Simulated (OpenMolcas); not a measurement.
**One shape, several levels: SiH2ClOF (SMILES O[SiH](F)Cl)**

Wanted: a comparison of 6 runs (HF/3-21G, HF/def2-SVP, B3LYP/6-31G*, PBE0/def2-SVP, M06-2X/def2-SVPD, MP2/LANL2DZ) of SiH2ClOF. 

The calculation is run with OpenMolcas 26.06.

6 further runs of the same task are left out: 6 that didn't finish.

### 1 Starting point

SiH2ClOF has 6 atoms, charge 0, and is taken as a singlet. As SMILES, `O[SiH](F)Cl`. Geometry: relaxed at GFN2-xTB. This is one conformer, not always the lowest.

Bond lengths: O1–Si2 1.606 Å, Si2–F3 1.608 Å, Si2–Cl4 1.999 Å, O1–H5 0.955 Å, Si2–H6 1.437 Å. Angles: O1–Si2–F3 108.0°, O1–Si2–Cl4 113.1°, F3–Si2–Cl4 106.0°, O1–Si2–H6 105.3°, F3–Si2–H6 108.5°, Cl4–Si2–H6 115.7°, Si2–O1–H5 125.2°.

### 2 Energy and gradient at HF/3-21G (run 1)

calc.inp reads:

```
&GATEWAY
  BasLib=$CurrDir
  Coord
  6
  angstrom
  O       -0.905770       0.302490      -0.837700
  Si       0.389220       0.052310       0.078010
  F        0.112200       0.704220       1.521390
  Cl       0.751390      -1.885170       0.409620
  H       -1.797150       0.042280      -0.614580
  H        1.450110       0.783860      -0.556740
  Basis=3-21G
  Group=NoSym

&SEWARD

&SCF
  Thresholds=1e-10 1e-07 1e-07 1e-05
  PrOrbitals=1 2

&ALASKA
```

The basis set 3-21G is read from a file made from the Basis Set Exchange's data (not shown).

The run is started by

```
$ export MOLCAS_MEM=1860
$ pymolcas calc.inp > calc.log
```

Log:

```text
--- Start Module: gateway ---
[...]
--- Stop Module: gateway /rc=_RC_ALL_IS_WELL_ ---
[...]
      Basis functions           48
[...]
--- Start Module: scf ---
[...]
       Convergence after  12 Iterations
[...]
::    Total SCF energy                               -919.3502787202
[...]
      Total spin, S                                     0.0000000000
[...]
      Total electronic charge=   50.000000
      Total            charge=   -0.000000
[...]
      Dipole Moment (debye):
      Origin of the operator (angstrom)=    0.2447   -0.4543    0.3084
                   X= -1.0002E+00               Y=  4.7110E-01               Z= -8.8220E-01           Total=  1.4144E+00
      Quadrupole Moment (debye*angstrom):
[...]
--- Stop Module: scf /rc=_RC_ALL_IS_WELL_ ---
--- Start Module: alaska ---
[...]
 *              Molecular gradients               *
 **************************************************
  Irreducible representation: a
 ------------------------------------------------------------------------------------------
                              X                       Y                       Z
 ------------------------------------------------------------------------------------------
  O1                2.46374654509918E-02    2.33526869404255E-03    1.15435443743408E-02
  SI2              -1.23239732300036E-02   -6.20023327643322E-02    1.85868509697151E-04
  F3                1.93946902205555E-03   -1.74391792519479E-03   -1.15016650340003E-02
  CL4              -1.28978132428648E-02    5.81291703495168E-02   -7.98339882258015E-03
  H5                9.90738080873221E-03   -6.42290611747365E-04    5.33535177278688E-03
  H6               -1.12625288089525E-02    3.92410225777473E-03    2.42029919974263E-03
 ------------------------------------------------------------------------------------------
--- Stop Module: alaska /rc=_RC_ALL_IS_WELL_ ---
[...]
```

Wall time 2.4 s (1 thread of Arm Neoverse V1, shared host); peak memory 0.38 GiB.

### 3 Energy and gradient at HF/def2-SVP (run 2)

Changes to calc.inp since step 2:

```diff
@@ -11,3 +11,3 @@
   H        1.450110       0.783860      -0.556740
-  Basis=3-21G
+  Basis=def2-SVP
   Group=NoSym
```

The basis set def2-SVP is read from a file made from the Basis Set Exchange's data (not shown).

The run is started by

```
$ export MOLCAS_MEM=1860
$ pymolcas calc.inp > calc.log
```

Log:

```text
--- Start Module: gateway ---
[...]
--- Stop Module: gateway /rc=_RC_ALL_IS_WELL_ ---
[...]
      Basis functions           74
[...]
--- Start Module: scf ---
[...]
       Convergence after  14 Iterations
[...]
::    Total SCF energy                               -923.6849103303
[...]
      Total spin, S                                     0.0000000000
[...]
      Total electronic charge=   50.000000
      Total            charge=   -0.000000
[...]
      Dipole Moment (debye):
      Origin of the operator (angstrom)=    0.2447   -0.4543    0.3084
                   X= -8.8587E-01               Y= -3.6909E-01               Z= -8.1028E-01           Total=  1.2560E+00
      Quadrupole Moment (debye*angstrom):
[...]
--- Stop Module: scf /rc=_RC_ALL_IS_WELL_ ---
[...]
--- Start Module: alaska ---
[...]
 *              Molecular gradients               *
 **************************************************
  Irreducible representation: a
 ------------------------------------------------------------------------------------------
                              X                       Y                       Z
 ------------------------------------------------------------------------------------------
  O1                2.35085921241893E-02    4.82480808709074E-03    5.51859640111552E-03
  SI2               7.68012291239017E-03   -2.68816181164215E-02   -9.59878110146928E-03
  F3               -2.45423459579319E-03    3.13561738041379E-03    1.76045970358985E-03
  CL4              -5.56889255107862E-03    2.02851687538903E-02   -2.02062637208522E-03
  H5               -1.22894129493112E-02   -2.60372007641529E-03    2.38343657966744E-03
  H6               -1.08761749403961E-02    1.23974397135473E-03    1.95691478925086E-03
 ------------------------------------------------------------------------------------------
--- Stop Module: alaska /rc=_RC_ALL_IS_WELL_ ---
[...]
```

It took 5.4 s on 1 thread of Arm Neoverse V1, shared host; peak memory 0.43 GiB.

Runs 3 to 5 aren't shown in full; the table further down has their settings and results.

### 4 Energy and gradient at MP2/LANL2DZ (core potential) (run 6)

struct.xyz reads:

```xyz
6

O     -0.905770     0.302490    -0.837700
Si     0.389220     0.052310     0.078010
F      0.112200     0.704220     1.521390
Cl     0.751390    -1.885170     0.409620
H     -1.797150     0.042280    -0.614580
H      1.450110     0.783860    -0.556740
```

job.input reads:

```
* ClFH2OSi MP2
>>> EXPORT MOLCAS_PRINT=2

&GATEWAY
 Coord = struct.xyz
 Basis = LANL2DZ
 Group = NoSym

&SEWARD

&SCF
 PrOrbitals = 0

&MBPT2
 Frozen = 2
 Grdt

&ALASKA
```

The run is started by

```
$ export MOLCAS_MEM=1860
$ pymolcas job.input > job.log
```

Log:

```text
--- Start Module: gateway ---
[...]
--- Stop Module: gateway /rc=_RC_ALL_IS_WELL_ ---
[...]
      Basis functions           38
[...]
       Convergence after  10 Iterations
[...]
::    Total SCF energy                               -194.0179046030
[...]
      Total spin, S                                     0.0000000000
[...]
      Total electronic charge=   30.000000
      Total            charge=   -0.000000
[...]
--- Start Module: mbpt2 ---
[...]
WARNING!
Default frozen orbitals as non valence orbitals is overwritten by user input.
Default values:   2
[...]
       Reference weight ( Cref**2 )         =        0.90594
::    Total MBPT2 energy                             -194.3293509162
[...]
      Dipole Moment (debye):
      Origin of the operator (angstrom)=    0.2447   -0.4543    0.3084
                   X= -7.5236E-01               Y= -6.1697E-02               Z= -9.8866E-01           Total=  1.2439E+00
      Quadrupole Moment (debye*angstrom):
[...]
      Total MBPT2 calculations                           0.25      0.32
--- Stop Module: mbpt2 /rc=_RC_ALL_IS_WELL_ ---
--- Start Module: alaska ---
[...]
 *              Molecular gradients               *
 **************************************************
  Irreducible representation: a
 ------------------------------------------------------------------------------------------
                              X                       Y                       Z
 ------------------------------------------------------------------------------------------
  O1                2.87626426727570E-02   -5.02418688527406E-03    2.56244265493430E-02
  SI2              -3.46015814772745E-02   -3.68894792071149E-02    2.97696474251599E-02
  F3                8.22553385236108E-03   -2.22323359862759E-02   -5.46214202989015E-02
  CL4              -1.38128416236631E-02    6.29430325126057E-02   -9.67290782849983E-03
  H5                2.34942755319087E-02    1.99587200364193E-03    4.78701357399169E-03
  H6               -1.20680289560928E-02   -7.92902437583232E-04    4.11324057891771E-03
 ------------------------------------------------------------------------------------------
--- Stop Module: alaska /rc=_RC_ALL_IS_WELL_ ---
[...]
```

Run time: 2.8 s. Hardware: 1 thread of Arm Neoverse V1, shared host; peak memory 0.37 GiB.

### 5 Overview of the runs

```csv
run,level,integration grid,SCF convergence threshold,energy (Eh),dipole moment (D) of the reference,HOMO energy (eV),LUMO energy (eV),wall time
1,HF/3-21G,–,1e-10,-919.350279,1.41,-13.40,4.84,2.4 s
2,HF/def2-SVP,–,1e-10,-923.684910,1.26,-13.17,4.54,5.4 s
3,B3LYP/6-31G* (spherical functions),UltraFine,1e-10,-926.098828,1.25,-9.14,0.89,20 s
4,PBE0/def2-SVP,UltraFine,1e-10,-925.293566,1.27,-9.46,1.25,19 s
5,M06-2X/def2-SVPD,UltraFine,1e-10,-925.681491,1.15,-11.19,0.39,54 s
6,MP2/LANL2DZ (core potential),–,–,-194.329351,1.27,-13.63,4.29,2.8 s
```

### 6 Outcome

| quantity | value |
| --- | --- |
| run 6: total energy | -194.32935 Eh |
| run 6: dipole moment (mean-field density) | 1.27 D |
| run 6: HOMO energy (Hartree–Fock orbitals) | -13.63 eV |
| run 6: LUMO energy (Hartree–Fock orbitals) | 4.29 eV |
| run 6: HOMO–LUMO gap (Hartree–Fock orbitals) | 17.92 eV |
| run 6: correlation energy (2 core orbitals frozen) | -311.4 mEh |
| run 6: largest force on an atom | 3.351 eV/Å |

What this shows: Over runs 1, 2, 3, 4, 5 the dipole moment (its size) runs from 1.15 D (M06-2X/def2-SVPD) to 1.41 D (HF/3-21G). The two ends differ in method and basis. Over runs 1, 2, 3, 4, 5 the HOMO–LUMO gap runs from 10.03 eV (B3LYP/6-31G*) to 18.24 eV (HF/3-21G). Totals of different functionals can't be ranked against each other. Some runs of one species differ in core potentials or relativity; totals across that change don't compare. All runs together took 1.7 min, the longest 54 s.
